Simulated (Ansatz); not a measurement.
# C3H2BrF: one species, many methods

One table from this session's results is given with a row withheld; the runs are named, their logs left out.

Computed with Ansatz 0.2.0, Gaussian basis. Level: functionals in def2-TZVPP, the program's frozen cores in correlated methods.

Plan: PBE-D4, r2SCAN-D4, PBE0-D4, B3LYP-D4, ωB97X-V, ωB97M-V, B2PLYP; CCSD(T)/def2-TZVPP; MP2/def2-QZVPP; extrapolation to the limit.

## The relaxed structure

The geometry comes from an earlier relaxation with PBE0-D4 in a triple-zeta def2 set; it is a stationary point, not always the lowest conformer.

SMILES `FC1C=C1Br`, 7 atoms, charge 0, spin multiplicity 1.

Atoms are counted from 1 here; the program's logs count them from 0.

Bond lengths: F1–C2 1.379 Å, C2–C3 1.476 Å, C2–C4 1.452 Å, C2–H6 1.088 Å, C3–C4 1.298 Å, C3–H7 1.077 Å, C4–Br5 1.835 Å. Angles: F1–C2–C3 118.5°, F1–C2–C4 118.8°, F1–C2–H6 108.6°, C3–C2–C4 52.6°, C3–C2–H6 124.2°, C4–C2–H6 124.6°, C2–C3–C4 62.7°, C2–C3–H7 146.3°, C4–C3–H7 151.0°, C2–C4–C3 64.7°, C2–C4–Br5 146.6°, C3–C4–Br5 148.7°.

Set-up of the first run:

File in.yaml:

```yaml
crystal:
  periodic: [false, false, false]
  atoms:
    - {symbol: F, position_ang: [-0.713757, 0.200914, 1.698698]}
    - {symbol: C, position_ang: [-0.442804, -0.384670, 0.480461]}
    - {symbol: C, position_ang: [0.912815, -0.238623, -0.085697]}
    - {symbol: C, position_ang: [-0.036365, 0.461836, -0.626686]}
    - {symbol: Br, position_ang: [-0.553432, 1.702741, -1.875871]}
    - {symbol: H, position_ang: [-1.052497, -1.279916, 0.382684]}
    - {symbol: H, position_ang: [1.947139, -0.530181, -0.019187]}
basis:
  gaussian: {orbitals: def2-TZVPP}
hamiltonian: {xc: pbe, dispersion: d4}
output: {forces: true, orbitals: {seedname: orbitals}}
```

Started as:

```console
$ ansatz run in.yaml --threads 4 --pin off --events-out ev --progress --plain --max-ram 10444MiB
```

Among the steps run: PBE-D4 (GGA); r2SCAN-D4 (meta-GGA); PBE0-D4 (hybrid); B3LYP-D4 (hybrid); ωB97X-V (range-separated); ωB97M-V (range-separated); B2PLYP (double hybrid); CCSD(T) in def2-TZVPP; MP2 in def2-QZVPP.

One table of the session follows, with a row left open; its other results are not shown here.

```
            method  atomisation energy (kJ/mol)
            PBE-D4                       2932.9
         r2SCAN-D4                       2809.3
           PBE0-D4                       2835.0
          B3LYP-D4                       2767.8
           ωB97X-V                       2782.0
           ωB97M-V                       2782.1
            B2PLYP                       2747.9
     HF/def2-TZVPP                       1886.7
    MP2/def2-TZVPP                       2807.3
   CCSD/def2-TZVPP                            ?
CCSD(T)/def2-TZVPP                       2688.5
           MP2/CBS                       2890.0
       CCSD(T)/CBS                       2771.2
```

**Question.** Estimate the row for CCSD/def2-TZVPP.

As computed: atomisation energy (kJ/mol): 2619.4. In the column «atomisation energy (kJ/mol)» it lies between HF/def2-TZVPP (1886.7) and CCSD(T)/def2-TZVPP (2688.5).
